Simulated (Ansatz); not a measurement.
# ClF2HOTi: the cost of one run

All numbers below are computed with Ansatz 0.2.0 (RHF/def2-SVP).

## (1) The starting structure

Bond lengths: Ti1–Cl2 2.370 Å, Ti1–F3 1.830 Å, Ti1–F4 1.829 Å, Ti1–O5 1.919 Å, O5–H6 1.010 Å. Angles: Cl2–Ti1–F3 109.4°, Cl2–Ti1–F4 109.5°, Cl2–Ti1–O5 109.5°, F3–Ti1–F4 109.5°, F3–Ti1–O5 109.5°, F4–Ti1–O5 109.5°, Ti1–O5–H6 109.5°.

Structure file:

```xyz
6

Ti    0.0000    0.0000    0.0000
Cl    0.0000    0.0000    2.3700
F     1.7257    0.0000   -0.6094
F    -0.8619    1.4933   -0.6094
O    -0.9043   -1.5667   -0.6394
H    -1.3590   -2.0324    0.1330
```

## (2) Relaxing the start

The input, input.yaml:

```yaml
crystal:
  periodic: [false, false, false]
  atoms:
    - { symbol: Ti, position_ang: [0.0, 0.0, 0.0] }
    - { symbol: Cl, position_ang: [0.0, 0.0, 2.37] }
    - { symbol: F, position_ang: [1.7257, 0.0, -0.6094] }
    - { symbol: F, position_ang: [-0.8619, 1.4933, -0.6094] }
    - { symbol: O, position_ang: [-0.9043, -1.5667, -0.6394] }
    - { symbol: H, position_ang: [-1.359, -2.0324, 0.133] }
basis:
  gaussian: { orbitals: def2-SVP }
hamiltonian:
  xc: hf
relax:
  f_tol: 0.02
  max_steps: 40
output:
  orbitals: {}
```

Started as:

```
ansatz run input.yaml --threads 1 --pin off --max-ram 2048MiB --backend cpu --events-out ev --progress --plain --runs-dir out
```

What time and memory should one allow on 1 thread of Arm Neoverse V1, shared host?

About 49 s, with a peak of 0.2 GiB.
